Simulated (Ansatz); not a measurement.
# Re: the cost of one run

Computed with Ansatz 0.2.0 (DFT PBEsol, scalar-relativistic, unless a step's input says otherwise).

## (1) The system as given

The structure is cubic, space group Fm-3m (No. 225). The conventional cell has a = 3.950 Å, b = 3.950 Å, c = 3.950 Å, α = 90.00°, β = 90.00°, γ = 90.00°. Around Re (site symmetry m-3m) lie 12 Re at 2.79 Å.

Structure file:

```xyz
1
Lattice="0.0000 1.9750 1.9750 1.9750 0.0000 1.9750 1.9750 1.9750 0.0000" Properties=species:S:1:pos:R:3 pbc="T T T"
Re    0.0000    0.0000    0.0000
```

## (2) After the deformation

Space group Fm-3m before, I4/mmm after.

## (3) Full-potential LAPW

The input, input.yaml:

```yaml
crystal:
  lattice:
    - [0.0, 1.99475, 1.975]
    - [1.99475, 0.0, 1.975]
    - [1.99475, 1.99475, 0.0]
  atoms:
    - { symbol: Re, position: [0.0, 0.0, 0.0] }
kpoints:
  mp_grid: { grid: [14, 14, 14] }
  band_path:
    path:
      - [0.0, 0.0, 0.0]
      - [0.0, 0.5, 0.5]
      - [0.25, 0.75, 0.5]
      - [0.0, 0.5, 0.0]
      - [0.0, 0.0, 0.0]
      - [0.5, 0.5, 0.0]
      - [0.3775125, 0.6224875, 0.0]
      - [-0.3775125, 0.3775125, 0.0]
      - [0.0, 0.0, 0.0]
    npoints: 5
scf:
  occupations: { method: fermi_dirac, width: 0.05 }
hamiltonian:
  xc: pbesol
  pseudopotentials: { kind: all_electron, lapw: { basis_error: 0.00025 } }
output:
  forces: true
  stress: true
  eigenvalues: true
```

Run with:

```
> ansatz run input.yaml --threads 1 --pin off --max-ram 3072MiB --backend cpu --events-out ev --progress --plain --runs-dir out
```

**Question.** How long does this run take on 1 thread of Arm Neoverse V2, shared host, and how much memory does it need?

About 41 s, with a peak of 0.55 GiB.
